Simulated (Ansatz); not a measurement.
# Si: the cost of one run

Method: DFT LDA, plane waves, PAW, scalar-relativistic, no spin polarisation, in Ansatz 0.2.0.

## (1) The structure to begin with

The cell holds 17 atoms (Si17): a = 7.679 Å, b = 7.679 Å, c = 7.679 Å, α = 60.00°, β = 60.00°, γ = 60.00°.

The coordinates stand in the first input below.

## (2) Relaxing end A

File input.yaml:

```yaml
crystal:
  lattice:
    - [0.0, 5.43, 5.43]
    - [5.43, 0.0, 5.43]
    - [5.43, 5.43, 0.0]
  atoms:
    - { symbol: Si, position: [0.0, 0.0, 0.0] }
    - { symbol: Si, position: [0.125, 0.125, 0.125] }
    - { symbol: Si, position: [0.0, 0.0, 0.5] }
    - { symbol: Si, position: [0.125, 0.125, 0.625] }
    - { symbol: Si, position: [0.0, 0.5, 0.0] }
    - { symbol: Si, position: [0.125, 0.625, 0.125] }
    - { symbol: Si, position: [0.0, 0.5, 0.5] }
    - { symbol: Si, position: [0.125, 0.625, 0.625] }
    - { symbol: Si, position: [0.5, 0.0, 0.0] }
    - { symbol: Si, position: [0.625, 0.125, 0.125] }
    - { symbol: Si, position: [0.5, 0.0, 0.5] }
    - { symbol: Si, position: [0.625, 0.125, 0.625] }
    - { symbol: Si, position: [0.5, 0.5, 0.0] }
    - { symbol: Si, position: [0.625, 0.625, 0.125] }
    - { symbol: Si, position: [0.5, 0.5, 0.5] }
    - { symbol: Si, position: [0.625, 0.625, 0.625] }
    - { symbol: Si, position: [0.3672027, 0.3802954, 0.8702074] }
basis:
  ecutwfc: 420.0
kpoints:
  mp_grid: { grid: [2, 2, 2] }
hamiltonian:
  xc: lda
  pseudopotentials: { kind: paw, azcp: { folder: soft_1 } }
scf:
  occupations: { method: gaussian, width: 0.05 }
  lower_state_search: "off"
relax:
  f_tol: 0.03
  max_steps: 60
  adjacent_minimum: "off"
```

The run is started by

```
$ ansatz run input.yaml --threads 1 --pin off --max-ram 3072MiB --backend cpu --events-out ev --progress --plain --runs-dir out
```

What time and memory should one allow on 1 thread of Arm Neoverse V1, shared host?

About 17 s, with a peak of 0.45 GiB.
